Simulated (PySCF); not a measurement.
# Pm²⁺: ionisation energy with spin-orbit coupling

Each state of promethium is computed at each level; their differences give the ionisation energy. How far do the methods differ?

The numbers are computed with PySCF 2.14.0 (two-component X2C-1e, generalised determinants), except any that are marked as measured or tabulated.

## 1. The system

```
Element                                   : promethium (Z = 61)
Basis                                     : x2c-QZVPPall-2c (16s16p12d6f4g1h, 213 functions)
Hamiltonian                               : two-component X2C-1e, Gaussian nucleus, no Breit or QED terms; spin-orbit coupling, run by run: off; screened by Boettger's factors
Core shells frozen in the correlated runs : [Ar] 3d10 (for Pm²⁺)
State 1                                   : Pm²⁺: [Xe] 4f5; 4f5/2 filled at m_j = -3/2, -1/2, +1/2, +3/2, +5/2
Needed too, but not shown                 : Pm³⁺ [Xe] 4f4 (high-spin determinant)
Methods                                   : GHF, GMP2
```

Outer shells as boxes (Hund's rule):

Pm2+ [Xe] 4f5
```
[Xe] core
4f [↑ ][↑ ][↑ ][↑ ][↑ ][  ][  ]
```

All steps ran in one process of a driver on top of PySCF, which takes the settings above as its task.

The driver's launch:

```sh
OMP_NUM_THREADS=4 python sorun2.py TASK.json OUT
```

The integrals over 213 functions and the set-up took 66 s of CPU time.

## 2. Pm²⁺: the ladder of methods

#### GHF (spin-free)

The program printed:

```text
cycle= 1 E= -10013.1512965814  delta_E= -1e+04  |FDS-SDF|= 0.0951
cycle= 2 E= -10013.2192431568  delta_E= -0.0679  |FDS-SDF|= 0.0787
cycle= 3 E= -10013.2801654516  delta_E= -0.0609  |FDS-SDF|= 0.00875
cycle= 4 E= -10013.2822432150  delta_E= -0.00208  |FDS-SDF|= 0.00251
cycle= 5 E= -10013.2824583276  delta_E= -0.000215  |FDS-SDF|= 0.000467
cycle= 6 E= -10013.2824656096  delta_E= -7.28e-06  |FDS-SDF|= 5.09e-05
cycle= 7 E= -10013.2824657300  delta_E= -1.2e-07  |FDS-SDF|= 1.29e-05
cycle= 8 E= -10013.2824657390  delta_E= -9.03e-09  |FDS-SDF|= 2.52e-06
```

Time after the integrals: 28 s (4 threads of Neoverse-V1, shared host).

Occupied spinors (without spin-orbit coupling the j labels only name the start):

| spinor shell | electrons | mean energy (eV) | weight of the nominal j | rms radius (bohr) |
| --- | --- | --- | --- | --- |
| 1s1/2 | 2 | -45420.1 | 1.000 | 0.0264 |
| 2s1/2 | 2 | -7510.4 | 1.000 | 0.107 |
| 2p3/2 | 4 | -6702.1 | 0.833 | 0.0960 |
| 2p1/2 | 2 | -6702.2 | 0.667 | 0.0960 |
| 3s1/2 | 2 | -1695.5 | 1.000 | 0.277 |
| 3p1/2 | 2 | -1436.9 | 0.667 | 0.278 |
| 3p3/2 | 4 | -1435.8 | 0.833 | 0.278 |
| 3d3/2 | 4 | -1080.9 | 0.700 | 0.256 |
| 3d5/2 | 6 | -1079.9 | 0.800 | 0.256 |
| 4s1/2 | 2 | -368.21 | 1.000 | 0.630 |
| 4p1/2 | 2 | -281.82 | 0.667 | 0.670 |
| 4p3/2 | 4 | -279.78 | 0.833 | 0.669 |
| 4d3/2 | 4 | -155.03 | 0.700 | 0.745 |
| 4d5/2 | 6 | -152.19 | 0.800 | 0.744 |
| 5s1/2 | 2 | -64.519 | 1.000 | 1.56 |
| 5p1/2 | 2 | -41.500 | 0.667 | 1.80 |
| 5p3/2 | 4 | -40.751 | 0.833 | 1.81 |
| 4f5/2 | 5 | -25.623 | 0.571 | 1.10 |

M_J = 5/2, ⟨J²⟩ = 13.768, ⟨L²⟩ = 30.012, ⟨S²⟩ = 8.755.

#### GMP2 (spin-free)

The driver printed no log here.

Time after the integrals: 26 s (4 threads of Neoverse-V1, shared host).

With 31 electrons correlated and 40 very high virtual spinors dropped, the MP2 correlation energy is -1.41450 hartree. Largest pairs: 4d5/2-4f5/2 -0.1579, 4d3/2-4d5/2 -0.1161, 4d5/2-4d5/2 -0.1010, 4f5/2-5p3/2 -0.0992, 4d3/2-4f5/2 -0.0957.

#### GHF (screened spin-orbit)

The program printed:

```text
cycle= 1 E= -10018.5235620764  delta_E= -1e+04  |FDS-SDF|= 0.17
cycle= 2 E= -10018.5987389259  delta_E= -0.0752  |FDS-SDF|= 0.0774
cycle= 3 E= -10018.6498342292  delta_E= -0.0511  |FDS-SDF|= 0.034
cycle= 4 E= -10018.6604157125  delta_E= -0.0106  |FDS-SDF|= 0.00327
cycle= 5 E= -10018.6609458973  delta_E= -0.00053  |FDS-SDF|= 0.00198
cycle= 6 E= -10018.6612218440  delta_E= -0.000276  |FDS-SDF|= 0.0016
cycle= 7 E= -10018.6618150473  delta_E= -0.000593  |FDS-SDF|= 0.000805
cycle= 8 E= -10018.6620027451  delta_E= -0.000188  |FDS-SDF|= 0.000333
cycle= 9 E= -10018.6620154621  delta_E= -1.27e-05  |FDS-SDF|= 0.000258
cycle= 10 E= -10018.6620278411  delta_E= -1.24e-05  |FDS-SDF|= 0.00014
cycle= 11 E= -10018.6620321426  delta_E= -4.3e-06  |FDS-SDF|= 4.77e-05
cycle= 12 E= -10018.6620323920  delta_E= -2.49e-07  |FDS-SDF|= 3.72e-05
cycle= 13 E= -10018.6620325707  delta_E= -1.79e-07  |FDS-SDF|= 2.79e-05
cycle= 14 E= -10018.6620327696  delta_E= -1.99e-07  |FDS-SDF|= 1.15e-05
cycle= 15 E= -10018.6620327915  delta_E= -2.19e-08  |FDS-SDF|= 6e-06
cycle= 16 E= -10018.6620327950  delta_E= -3.47e-09  |FDS-SDF|= 3.59e-06
```

It took 1.7 min on 4 threads of Neoverse-V1, shared host, the integrals not counted.

The outer occupied spinors:

```
spinor shell  electrons  mean energy (eV)  weight of the nominal j  rms radius (bohr)
       4p1/2          2           -299.62                    0.976              0.651
       4p3/2          4           -271.83                    0.988              0.678
       4d3/2          4           -160.94                    0.712              0.742
       4d5/2          6           -148.02                    0.808              0.746
       5s1/2          2           -64.475                    1.000               1.56
       5p1/2          2           -44.095                    0.918               1.74
       5p3/2          4           -39.604                    0.959               1.84
       4f5/2          5           -25.603                    0.629               1.10
```

M_J = 5/2, ⟨J²⟩ = 13.175, ⟨L²⟩ = 29.874, ⟨S²⟩ = 8.712. A second start ended at -10018.55080 hartree. Rows whose weight is well below 1 mix j = l ± 1/2: exchange competes with spin-orbit coupling there.

The determinant has a definite M_J but mixes levels of different J.

#### GMP2 (screened spin-orbit)

This step left no log, only its results.

It took 17 s on 4 threads of Neoverse-V1, shared host, the integrals not counted.

With 31 electrons correlated and 40 very high virtual spinors dropped, the MP2 correlation energy is -1.41637 hartree. Largest pairs: 4d5/2-4f5/2 -0.1965, 4d5/2-4d5/2 -0.1192, 4d3/2-4d5/2 -0.1112, 4f5/2-5p3/2 -0.1029, 4f5/2-4f5/2 -0.0744.

## 3. The energy differences

Ionisation energy: Pm²⁺ [Xe] 4f5 [4f5/2^5, M_J = 5/2] → Pm³⁺ [Xe] 4f4 [4f5/2^4, M_J = 4].

| method | value (eV) | less the reference (eV) |
| --- | --- | --- |
| GHF (spin-free) | 20.003 | -2.437 |
| GMP2 (spin-free) | 22.569 | +0.129 |
| GHF (screened spin-orbit) | 19.847 | -2.593 |
| GMP2 (screened spin-orbit) | 22.422 | -0.018 |

Reference: 22.44 ± 0.08 eV (semi-empirical (NIST evaluation); NIST Atomic Spectra Database, ionization energies). The spin-free rows have the spin-orbit operator switched off. The determinant of Pm2+ mixes levels of different J (the jj label is only the starting occupation), so the difference between spin-free and spin-orbit rows is not the physical spin-orbit shift.

The differences also use runs on Pm³⁺ [Xe] 4f4 (high-spin determinant), which are not shown here.

## 4. Outcome

| quantity | value |
| --- | --- |
| ionisation energy, Pm²⁺ | GHF (spin-free) 20.003, GMP2 (screened spin-orbit) 22.422 eV; reference 22.44 ± 0.08 |

In words: The methods span 2.722 eV, from GHF (screened spin-orbit) (19.847) to GMP2 (spin-free) (22.569). The reference is uncertain or not like for like (spin-orbit coupling or other relativistic terms), so no ranking of close methods is drawn. All values hold for this basis alone; no basis-set limit was taken.
